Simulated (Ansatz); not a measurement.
**Cl3GaH4OSi: basis-set convergence**

An exercise on one series of results from a longer session: the logs are not shown, and one member is left open.

Computed with Ansatz 0.2.0, Gaussian basis. Level: one geometry, several basis sets.

The runs, in order: PBE0-D4/def2-SVP; ωB97M-V/def2-SVP; PBE0-D4/def2-QZVPP; ωB97M-V/def2-QZVPP; the functionals' def2-TZVPP values are taken from earlier runs.

### The geometry

The geometry comes from an earlier relaxation with PBE0-D4 in a triple-zeta def2 set; it is a stationary point, not always the lowest conformer.

SMILES `[SiH3][OH+][Ga-]([Cl])([Cl])[Cl]`, 10 atoms, charge 0, spin multiplicity 1.

Atoms are counted from 1 here; the program's logs count them from 0.

Bond lengths: Si1–O2 1.704 Å, Si1–H7 1.481 Å, Si1–H8 1.477 Å, Si1–H9 1.473 Å, O2–Ga3 2.047 Å, O2–H10 0.964 Å, Ga3–Cl4 2.149 Å, Ga3–Cl5 2.152 Å, Ga3–Cl6 2.137 Å. Angles: O2–Si1–H7 105.8°, O2–Si1–H8 109.5°, O2–Si1–H9 104.5°, H7–Si1–H8 110.8°, H7–Si1–H9 112.7°, H8–Si1–H9 113.1°, Si1–O2–Ga3 127.1°, Si1–O2–H10 118.9°, Ga3–O2–H10 108.6°, O2–Ga3–Cl4 98.6°, O2–Ga3–Cl5 95.1°, O2–Ga3–Cl6 103.0°, Cl4–Ga3–Cl5 118.1°, Cl4–Ga3–Cl6 116.6°, Cl5–Ga3–Cl6 118.2°.

As a file:

```xyz
10
Cl3GaH4OSi
Si    0.4367   -1.3325    0.8523
O     0.6822    0.1360    0.0234
Ga   -0.7527    1.3471   -0.7921
Cl   -2.1985   -0.1613   -1.2961
Cl    0.5084    2.1074   -2.3610
Cl   -1.2543    2.6533    0.8225
H     1.6659   -1.5586    1.6462
H     0.2356   -2.4217   -0.1252
H    -0.7466   -1.0864    1.6936
H     1.5063    0.2654   -0.4607
```

Set-up of the first run:

Input file in.yaml:

```yaml
crystal:
  periodic: [false, false, false]
  atoms:
    - {symbol: Si, position_ang: [0.436716, -1.332476, 0.852318]}
    - {symbol: O, position_ang: [0.682243, 0.136004, 0.023388]}
    - {symbol: Ga, position_ang: [-0.752712, 1.347066, -0.792144]}
    - {symbol: Cl, position_ang: [-2.198464, -0.161269, -1.296072]}
    - {symbol: Cl, position_ang: [0.508415, 2.107369, -2.360966]}
    - {symbol: Cl, position_ang: [-1.254265, 2.653343, 0.822510]}
    - {symbol: H, position_ang: [1.665893, -1.558597, 1.646213]}
    - {symbol: H, position_ang: [0.235593, -2.421682, -0.125206]}
    - {symbol: H, position_ang: [-0.746576, -1.086351, 1.693634]}
    - {symbol: H, position_ang: [1.506258, 0.265392, -0.460674]}
basis:
  gaussian: {orbitals: def2-SVP}
hamiltonian: {xc: pbe0, dispersion: d4}
output: {orbitals: {seedname: orbitals}}
```

The run is started by

```
> ansatz run in.yaml --threads 4 --pin off --events-out ev --progress --plain --max-ram 11315MiB
```

Steps of the session up to this table: PBE0-D4 in def2-SVP; ωB97M-V in def2-SVP; PBE0-D4 in def2-QZVPP; ωB97M-V in def2-QZVPP.

One of the session's tables, all rows but one given; the rest of the session is left out.

It belongs to the step «Functionals by basis». 

```
functional       basis  HOMO (eV)
   PBE0-D4    def2-SVP      -8.56
   PBE0-D4  def2-TZVPP      -8.76
   PBE0-D4  def2-QZVPP          ?
   ωB97M-V    def2-SVP     -10.76
   ωB97M-V  def2-TZVPP     -11.03
   ωB97M-V  def2-QZVPP     -11.09
```

Q: Estimate the row for PBE0-D4, def2-QZVPP from the others.

**Answer.** HOMO (eV): -8.80. In the column «HOMO (eV)» it lies between ωB97M-V, def2-SVP (-10.76) and PBE0-D4, def2-TZVPP (-8.76).
